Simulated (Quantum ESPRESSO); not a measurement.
Crystal: RuAu.

```
CELL_PARAMETERS angstrom
3.16481 0.00000 0.00000
0.00000 3.16481 0.00000
0.00000 0.00000 3.16481
ATOMIC_POSITIONS crystal
Ru 0.00000 0.00000 0.00000
Au 0.50000 0.50000 0.50000
```

The cell was built by a generator and needn't be a form met in nature.

* Program: Quantum ESPRESSO 7.5
* Task: phonons
* Functional: PBEsol
* Potentials or basis: PseudoDojo 0.4.1 SR PBEsol standard
* Cutoff: 1143 eV
* Density cutoff: 4572 eV
* k mesh: 8 × 8 × 8
* Occupations: cold, width 0.2 eV
* Spin: no spin polarisation
* Mixing beta: 0.5
* Most SCF iterations: 120
* SCF threshold: 4e-10 Ry

The cell and the atoms were relaxed first, to 15.21 Å³/atom (a = 3.122 Å, b = 3.122 Å, c = 3.122 Å, α = 90.00°, β = 90.00°, γ = 90.00°), and the response was taken there.

**Question.** Which optical modes does the crystal have at the zone centre, and which show in infrared and Raman spectra?

**Answer.** The optical modes are T1u. Infrared active: T1u. None is Raman active.

Optical modes at Γ, degenerate ones joined:
```
cm⁻¹  components  symmetry  active in
 197           3       T1u         IR
```

Caveat: the mesh is thin for the phonons of a metal.
